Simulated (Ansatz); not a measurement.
This script drives the Ansatz DFT code, driven from Python.

Contents of `ch2ste.xyz`:
```text
5

S    -1.57910   -0.63470   -0.50930
C    -0.34730   -0.60330    0.11410
Te    1.25060    0.42810   -0.78190
H    -0.13210   -1.12030    1.04700
H     0.85780    1.85650    0.08870
```

The script, `ch2ste_pa.py`:
```python
# -*- coding: utf-8 -*-
"""Proton affinity of CH2STe at one site."""

import warnings

import ansatz as az
import numpy as np

BASIS = "def2-SVP"
XC = "r2SCAN"
CHARGE = 1
FORCE_TOL = 0.01

warnings.simplefilter("ignore", az.DeckWarning)

molecule = az.Crystal.molecule_from_extxyz("ch2ste.xyz")

calc = molecule.calculation().basis(gaussian=BASIS).functional(XC)
symbols = [site.symbol for site in molecule.cartesian_sites]
start = np.array([site.position_ang for site in molecule.cartesian_sites], dtype=float)
summary = calc.relax(force_tolerance=0.01).run(threads=1).report
end = np.array(summary["positions_ang"])

# put the proton on the side away from the neighbours, slightly off axis
away = sum((end[0] - end[j]) / np.linalg.norm(end[0] - end[j]) for j in [1]) + np.array([0.15, 0.1, -0.2])
proton = end[0] + 1.4 * away / np.linalg.norm(away)
acid = az.Crystal.molecule()
for symbol, place in zip(symbols, end):
    acid = acid.atom(symbol, place.tolist())
acid = acid.atom("H", proton.tolist())
protonated = acid.calculation()
protonated = protonated.basis(gaussian=BASIS)
protonated = protonated.functional(XC).charge(CHARGE)
protonated = protonated.relax(force_tolerance=FORCE_TOL, max_steps=80)
after = protonated.run(threads=1).report
xyz = np.array(after["positions_ang"])
reach = np.linalg.norm(xyz[:-1] - xyz[-1], axis=1)
print(f"base {summary['free_energy_ev']:.5f} eV, protonated {after['free_energy_ev']:.5f} eV")
print(f"the proton ends {reach.min():.3f} A from {symbols[reach.argmin()]}{reach.argmin()}")
print(f"electronic proton affinity {96.485332 * (summary['free_energy_ev'] - after['free_energy_ev']):.1f} kJ/mol")
```

It is started by `python ch2ste_pa.py`. How long does it take on 1 thread of Arm Neoverse V1, with other jobs on the host, and how much memory does it need?

It took about 100 s, with a peak of 0.22 GiB, for 2 runs of the engine.

Running `python ch2ste_pa.py` prints:
```text
base -19194.30741 eV, protonated -19203.15389 eV
the proton ends 1.362 A from S0
electronic proton affinity 853.6 kJ/mol
```

Notes:
- Total energies depend on the basis set; only differences at equal settings carry meaning.
- The proton is put on one chosen atom, which needn't be the most basic site, so the molecule's proton affinity can be higher; the ends are stationary points, not checked by frequencies, and zero-point and thermal terms count only where printed.
- def2 sets replace the cores of elements past krypton by effective core potentials.
